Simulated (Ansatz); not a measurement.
# InPt3: response to strain

Aim: deform InPt3 (equal xy, yz and zx engineering shear strains of -2 %) and compute stress, forces and field gradients with LAPW, PAW and all-electron datasets made for the crystal.

Method: DFT PBEsol, scalar-relativistic, in Ansatz 0.2.0.

**1. The structure to begin with**

The structure is cubic, space group Pm-3m (No. 221). The conventional cell has a = 3.988 Å, b = 3.988 Å, c = 3.988 Å, α = 90.00°, β = 90.00°, γ = 90.00°. In (site symmetry m-3m) is surrounded by 12 Pt at 2.82 Å. Pt (site symmetry 4/mmm) is surrounded by 4 In at 2.82 Å and 8 Pt at 2.82 Å.

Coordinates:

```xyz
4
Lattice="3.9880 0.0000 0.0000 0.0000 3.9880 0.0000 0.0000 0.0000 3.9880" Properties=species:S:1:pos:R:3 pbc="T T T"
In    0.0000    0.0000    0.0000
Pt    1.9940    1.9940    0.0000
Pt    0.0000    1.9940    1.9940
Pt    1.9940    0.0000    1.9940
```

Atoms are numbered in the order of the input: In1, Pt2, Pt3, Pt4.

**2. After the deformation**

Space group Pm-3m before, R-3m after.

**3. Full-potential LAPW**

Contents of input.yaml:

```yaml
crystal:
  lattice:
    - [3.988, -0.03988, -0.03988]
    - [-0.03988, 3.988, -0.03988]
    - [-0.03988, -0.03988, 3.988]
  atoms:
    - { symbol: In, position: [0.0, 0.0, 0.0] }
    - { symbol: Pt, position: [0.5, 0.5, 0.0] }
    - { symbol: Pt, position: [0.0, 0.5, 0.5] }
    - { symbol: Pt, position: [0.5, 0.0, 0.5] }
kpoints:
  mp_grid: { grid: [10, 10, 10] }
  band_path:
    path:
      - [0.0, 0.0, 0.0]
      - [0.5, 0.0, 0.0]
      - [0.5, -0.5, 0.5]
      - [0.4804921086, -0.5195078914, 0.4804921086]
      - [0.4804921086, 0.4804921086, 0.4804921086]
      - [0.0, 0.0, 0.0]
      - [0.5, -0.5, 0.0]
    npoints: 5
scf:
  occupations: { method: fermi_dirac, width: 0.05 }
hamiltonian:
  xc: pbesol
  pseudopotentials: { kind: all_electron, lapw: { basis_error: 0.0005 } }
output:
  forces: true
  stress: true
  eigenvalues: true
```

Started as:

```console
ansatz run input.yaml --threads 1 --pin off --max-ram 4096MiB --backend cpu --events-out ev --progress --plain --runs-dir out
```

**4. PAW with frozen cores**

Contents of input.yaml:

```yaml
crystal:
  lattice:
    - [3.988, -0.03988, -0.03988]
    - [-0.03988, 3.988, -0.03988]
    - [-0.03988, -0.03988, 3.988]
  atoms:
    - { symbol: In, position: [0.0, 0.0, 0.0] }
    - { symbol: Pt, position: [0.5, 0.5, 0.0] }
    - { symbol: Pt, position: [0.0, 0.5, 0.5] }
    - { symbol: Pt, position: [0.5, 0.0, 0.5] }
kpoints:
  mp_grid: { grid: [10, 10, 10] }
scf:
  occupations: { method: fermi_dirac, width: 0.05 }
hamiltonian:
  xc: pbesol
  pseudopotentials: { kind: paw }
output:
  forces: true
  stress: true
  eigenvalues: true
  efg: { contact_densities: true }
  write_density: true
  write_potential: true
  elf: true
  volumetric_format: npy
```

**5. All-electron PAW on datasets made for the crystal**

Changes to input.yaml since step 4:

```diff
@@ -16,3 +16,3 @@
   xc: pbesol
-  pseudopotentials: { kind: paw }
+  pseudopotentials: { kind: all_electron, datasets: crystal }
 output:
@@ -22,5 +22 @@
   efg: { contact_densities: true }
-  write_density: true
-  write_potential: true
-  elf: true
-  volumetric_format: npy
```

(Steps that only read results are left out.)

What does the calculation give? Wanted: pressure; largest shear or deviatoric stress.

**Answer**, as computed:

```
                                 quantity                                           value
                                 pressure  LAPW 1.17, PAW 1.18, crystal datasets 1.17 GPa
largest shear or deviatoric stress (LAPW)                                        1.89 GPa
```

The largest part of the stress beyond the pressure is 1.89 GPa in size; the atoms are carried along and not relaxed. No run of the undeformed cell stands beside it, so pressure and stress hold what the given cell had before the change, as far as its symmetry allows. PAW: stress within 0.01 GPa of LAPW. Crystal datasets: stress within 0.01 GPa of LAPW. Spin-orbit coupling is left out, though the cell holds Pt; in elements this heavy it can shift bands and gaps by tenths of an eV.
